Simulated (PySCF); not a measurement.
# BrCl⁻: changing the method

What do other methods print for BrCl⁻?

Method: method and basis as typed in the scripts; program: PySCF 2.14.0.

## 1. Where the work starts

BrCl⁻: 2 atoms, charge -1, spin multiplicity 2.

No contacts short enough for the rule that draws bonds.

## 2. The run that the others are compared with

input.py

```python
from pyscf import gto, scf, mp

mol = gto.M(
    atom='Br 0 0 0; Cl 0 0 2.513',
    basis='x2c-svpall',
    charge=-1,
    spin=1,
    verbose=4,
)
mf = scf.UHF(mol)
mf = mf.sfx2c1e()
mf.kernel()
mp.MP2(mf, frozen=14).kernel()
mf.dip_moment()
print('orbital energies (hartree):', [e[max(0, n-3):n+3].round(4) for e, n in zip(mf.mo_energy, mol.nelec)])
```

Run with:

```
> OMP_NUM_THREADS=1 python input.py
```

## 3. TDA

Edit 1 changes step after the SCF: mp2 → tda; number of roots: none → 5.

Edit input.py of step 2 so:

```diff
@@ -1,2 +1,2 @@
-from pyscf import gto, scf, mp
+from pyscf import gto, scf, tdscf
 
@@ -12,3 +12,6 @@
 mf.kernel()
-mp.MP2(mf, frozen=14).kernel()
+td = tdscf.TDA(mf)
+td.nstates = 5
+td.kernel()
+td.analyze()
 mf.dip_moment()
```

## 4. Lda,vwn (UKS)

Edit 2 changes functional: none (Hartree–Fock) → lda,vwn; SCF type: UHF → UKS; step after the SCF: mp2 → analyze.

input.py

```python
from pyscf import gto, dft

mol = gto.M(
    atom='Br 0 0 0; Cl 0 0 2.513',
    basis='x2c-svpall',
    charge=-1,
    spin=1,
    verbose=4,
)
mf = dft.UKS(mol, xc='lda,vwn')
mf = mf.sfx2c1e()
mf.kernel()
mf.analyze()
print('orbital energies (hartree):', [e[max(0, n-3):n+3].round(4) for e, n in zip(mf.mo_energy, mol.nelec)])
```

## 5. Pw91 (UKS)

Edit 3 changes functional: none (Hartree–Fock) → pw91; SCF type: UHF → UKS; step after the SCF: mp2 → analyze.

input.py

```python
from pyscf import gto, dft

mol = gto.M(
    atom='Br 0 0 0; Cl 0 0 2.513',
    basis='x2c-svpall',
    charge=-1,
    spin=1,
    verbose=4,
)
mf = dft.UKS(mol, xc='pw91')
mf = mf.sfx2c1e()
mf.kernel()
mf.analyze()
print('orbital energies (hartree):', [e[max(0, n-3):n+3].round(4) for e, n in zip(mf.mo_energy, mol.nelec)])
```

## 6. Wb97x (UKS)

Edit 4 changes functional: none (Hartree–Fock) → wb97x; SCF type: UHF → UKS; step after the SCF: mp2 → analyze.

input.py

```python
from pyscf import gto, dft

mol = gto.M(
    atom='Br 0 0 0; Cl 0 0 2.513',
    basis='x2c-svpall',
    charge=-1,
    spin=1,
    verbose=4,
)
mf = dft.UKS(mol, xc='wb97x')
mf = mf.sfx2c1e()
mf.kernel()
mf.analyze()
print('orbital energies (hartree):', [e[max(0, n-3):n+3].round(4) for e, n in zip(mf.mo_energy, mol.nelec)])
```

## 7. Gradient

Edit 5 changes step after the SCF: mp2 → gradient.

Edit input.py of step 2 so:

```diff
@@ -1,2 +1,2 @@
-from pyscf import gto, scf, mp
+from pyscf import gto, scf
 
@@ -12,3 +12,3 @@
 mf.kernel()
-mp.MP2(mf, frozen=14).kernel()
+mf.nuc_grad_method().kernel()
 mf.dip_moment()
```

## 8. Blyp (UKS)

Edit 6 changes functional: none (Hartree–Fock) → blyp; SCF type: UHF → UKS; step after the SCF: mp2 → analyze.

input.py

```python
from pyscf import gto, dft

mol = gto.M(
    atom='Br 0 0 0; Cl 0 0 2.513',
    basis='x2c-svpall',
    charge=-1,
    spin=1,
    verbose=4,
)
mf = dft.UKS(mol, xc='blyp')
mf = mf.sfx2c1e()
mf.kernel()
mf.analyze()
print('orbital energies (hartree):', [e[max(0, n-3):n+3].round(4) for e, n in zip(mf.mo_energy, mol.nelec)])
```

**Question.** What will these runs give? Wanted: for each run, E(SCF); from base; gap, α spin; after the SCF.

As calculated:

```csv
run,E(SCF) (hartree),from base (eV),cycles,"gap, α spin (eV)",after the SCF
base,-3064.772658,0,11,23.38,"MP2 correlation -9.810 eV, core frozen"
TDA,-3064.772658,0.0000,11,23.38,lowest root found 2.78 eV
"lda,vwn (UKS)",-3062.091603,not comparable,9,12.48,n/a
pw91 (UKS),-3067.498493,not comparable,9,12.75,n/a
wb97x (UKS),-3067.380303,not comparable,10,20.10,n/a
gradient,-3064.772658,0.0000,11,23.38,n/a
blyp (UKS),-3067.390767,not comparable,9,12.61,n/a
```

What this shows: Total energies of different functionals can't be compared with each other; differences within one functional can. The dearest run is “wb97x (UKS)”, at 8.7 s against 1.9 s.
